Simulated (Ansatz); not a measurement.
# GaSiH5 + H2O: a complex and its separated parts

Aim: how far the complex at one end of a reaction step lies below its separated, relaxed parts, level by level.

Method: PBE0-D4/def2-TZVP structures, single points in def2-TZVPP, no counterpoise correction; program: Ansatz 0.2.0, Gaussian basis.

Levels: SPW92, PBE-D4, BLYP-D4, r2SCAN-D4, B97M-V, PBE0-D4, B3LYP-D4, r2SCAN0-D4, BHLYP-D4, CAM-B3LYP-D4, wB97X-V, wB97M-V, B2PLYP, PBE-QIDH, RPA on PBE, Hartree-Fock, MP2, CCSD, CCSD(T).

Cores are frozen in the correlated methods. Filled d shells of the heavier atoms are correlated. B3LYP uses VWN-RPA correlation. B2PLYP carries no dispersion term here.

94 further runs of the same task are left out: 94 set aside as unsound or not needed.

### 1 Where the work starts

The complex: 10 atoms, charge 0, spin multiplicity 1.

Atoms are counted from 1 here; the program's logs count them from 0.

Bond lengths: Ga1–O2 2.200 Å, Ga1–H3 1.581 Å, Ga1–H4 1.570 Å, Ga1–Si6 2.424 Å, O2–H5 0.965 Å, O2–H7 0.963 Å, Si6–H8 1.491 Å, Si6–H9 1.490 Å, Si6–H10 1.507 Å. Angles: O2–Ga1–H3 94.7°, O2–Ga1–H4 99.4°, O2–Ga1–Si6 92.3°, H3–Ga1–H4 119.1°, H3–Ga1–Si6 117.8°, H4–Ga1–Si6 120.4°, Ga1–O2–H5 107.3°, Ga1–O2–H7 110.5°, H5–O2–H7 106.9°, Ga1–Si6–H8 115.2°, Ga1–Si6–H9 116.0°, Ga1–Si6–H10 106.8°, H8–Si6–H9 107.4°, H8–Si6–H10 105.2°, H9–Si6–H10 105.3°.

Geometry (Å):

```mol
GaH7OSi
  3D, bonds by distance, orders not assigned

 10  9  0  0  0  0  0  0  0  0999 V2000
   -0.4610   -0.5138   -1.0152 Ga  0  0
    0.1563    1.5956   -0.9289 O   0  0
    0.6799   -0.9405   -2.0226 H   0  0
   -1.9246   -0.3300   -1.5536 H   0  0
    0.5046    1.7573   -0.0436 H   0  0
   -0.0548   -0.8298    1.3538 Si  0  0
    0.8751    1.7616   -1.5474 H   0  0
    0.9409   -1.8866    1.6922 H   0  0
   -1.2601   -1.0682    2.1973 H   0  0
    0.5435    0.4546    1.8680 H   0  0
  1  2  8  0
  1  3  8  0
  1  4  8  0
  1  6  8  0
  2  5  8  0
  2  7  8  0
  6  8  8  0
  6  9  8  0
  6 10  8  0
M  END
```

Its parts: GaSiH5 holds atoms 1, 3, 4, 6, 8, 9, 10; H2O holds atoms 2, 5, 7. Each part counts its atoms afresh in its own runs.

### 2 Relaxing GaSiH5 alone

relax-a/in.yaml reads:

```yaml
crystal:
  periodic: [false, false, false]
  atoms:
    - {symbol: Ga, position_ang: [-0.460963, -0.513810, -1.015204]}
    - {symbol: H, position_ang: [0.679920, -0.940536, -2.022592]}
    - {symbol: H, position_ang: [-1.924613, -0.330045, -1.553623]}
    - {symbol: Si, position_ang: [-0.054808, -0.829842, 1.353800]}
    - {symbol: H, position_ang: [0.940946, -1.886642, 1.692180]}
    - {symbol: H, position_ang: [-1.260099, -1.068213, 2.197335]}
    - {symbol: H, position_ang: [0.543471, 0.454579, 1.868024]}
basis:
  gaussian: {orbitals: def2-TZVP}
hamiltonian: {xc: pbe0, dispersion: d4}
relax: {f_tol: 0.005, max_steps: 200}
```

The run is started by

```
$ ansatz run in.yaml --threads 4 --pin off --events-out ev --progress --plain --max-ram 9574MiB
```

Further steps of the session: Relaxing H2O alone; SPW92/def2-TZVPP; PBE-D4/def2-TZVPP; BLYP-D4/def2-TZVPP; r2SCAN-D4/def2-TZVPP; B97M-V/def2-TZVPP; PBE0-D4/def2-TZVPP; B3LYP-D4/def2-TZVPP; r2SCAN0-D4/def2-TZVPP; BHLYP-D4/def2-TZVPP; CAM-B3LYP-D4/def2-TZVPP; wB97X-V/def2-TZVPP; wB97M-V/def2-TZVPP; B2PLYP/def2-TZVPP; PBE-QIDH/def2-TZVPP; RPA on PBE/def2-TZVPP; CCSD(T)/def2-TZVPP; Vibrations of GaSiH5; Vibrations of H2O.

**Question.** What will these runs give? Wanted: complex less parts, CCSD(T)/def2-TZVPP; with zero-point energy; largest T1 diagnostic.

As calculated:

| quantity | value |
| --- | --- |
| complex less parts, CCSD(T)/def2-TZVPP | -15.5 kcal/mol |
| with zero-point energy | -12.7 kcal/mol |
| largest T1 diagnostic | 0.013 |

In words: At CCSD(T) the complex lies 15.5 kcal/mol below its parts. The functionals run from wB97X-V, off by 0.0 kcal/mol, to SPW92, off by -6.3 kcal/mol, against CCSD(T). CAM-B3LYP-D4 is as near within the digits shown. Mean unsigned error by rung: LDA 6.3, GGA 0.9, meta-GGA 1.1, hybrid 0.7, range-separated hybrid 0.1, double hybrid 1.0 kcal/mol. PBE-D4 gives a relative energy 0.1 kcal/mol too low, inside chemical accuracy (1 kcal/mol). No counterpoise was applied, and triple zeta lacks some correlation, so the CCSD(T) reference has a basis error of its own, and close matches with it are partly luck.
